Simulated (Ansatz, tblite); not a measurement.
# As2H4: charged states by level of theory

The task here is to estimate one member of a computed series from the others.

The runs use Ansatz 0.2.0, Gaussian basis; as each input shows.

The runs, in order: charge +1 doublet, at the geometry of the singlet (PBE0-D4/def2-TZVP, PBE-D4/def2-TZVP, r2SCAN-D4/def2-TZVP, CCSD(T)/def2-TZVPP); charge +1 doublet, relaxed (PBE0-D4/def2-TZVP, PBE-D4/def2-TZVP); the starting singlet's energies come from earlier runs.

### The structure

The geometry is that of the singlet, from an earlier relaxation (PBE0-D4/def2-TZVP).

6 atoms, charge 0, spin multiplicity 1.

Atoms are counted from 1 here; the program's logs count them from 0.

Bond lengths: As1–As2 2.453 Å, As1–H3 1.525 Å, As1–H4 1.525 Å, As2–H5 1.525 Å, As2–H6 1.525 Å. Angles: As2–As1–H3 92.0°, As2–As1–H4 92.0°, H3–As1–H4 91.0°, As1–As2–H5 92.0°, As1–As2–H6 92.0°, H5–As2–H6 91.0°.

The first run:

Input file in.yaml:

```yaml
crystal:
  periodic: [false, false, false]
  atoms:
    - {symbol: As, position_ang: [-0.097281, -0.792711, -0.930721]}
    - {symbol: As, position_ang: [0.097554, 0.795029, 0.928719]}
    - {symbol: H, position_ang: [-1.256985, -1.519202, -0.257620]}
    - {symbol: H, position_ang: [-1.065535, 0.118879, -1.677232]}
    - {symbol: H, position_ang: [1.060695, -0.119881, 1.677764]}
    - {symbol: H, position_ang: [1.261541, 1.517886, 0.259090]}
basis:
  gaussian: {orbitals: def2-TZVP}
total_charge: 1
magnetization: {spin_polarized: true, initial_magnetization: 1}
hamiltonian: {xc: pbe0, dispersion: d4}
output: {orbitals: {seedname: orbitals}}
```

On the command line:

```bash
ansatz run in.yaml --threads 4 --pin off --events-out ev --progress --plain --max-ram 3916MiB
```

Steps of the session up to this table: Charge +1 doublet at the fixed geometry, PBE0-D4/def2-TZVP; Charge +1 doublet at the fixed geometry, PBE-D4/def2-TZVP; Charge +1 doublet at the fixed geometry, r2SCAN-D4/def2-TZVP; Charge +1 doublet at the fixed geometry, CCSD(T)/def2-TZVPP.

One table of the session follows, with a row left open; its other results are not shown here.

It belongs to the step «Vertical ionisation energy». 

```
             method  vertical ionisation energy (eV)
      HF/def2-TZVPP                             8.14
   PBE-D4/def2-TZVP                             8.91
r2SCAN-D4/def2-TZVP                                ?
  PBE0-D4/def2-TZVP                             9.01
     MP2/def2-TZVPP                             9.15
    CCSD/def2-TZVPP                             9.03
 CCSD(T)/def2-TZVPP                             9.07
```

Estimate the missing values for r2SCAN-D4/def2-TZVP.

**Answer.** vertical ionisation energy (eV): 9.00. In the column «vertical ionisation energy (eV)» it lies between PBE-D4/def2-TZVP (8.91) and PBE0-D4/def2-TZVP (9.01).
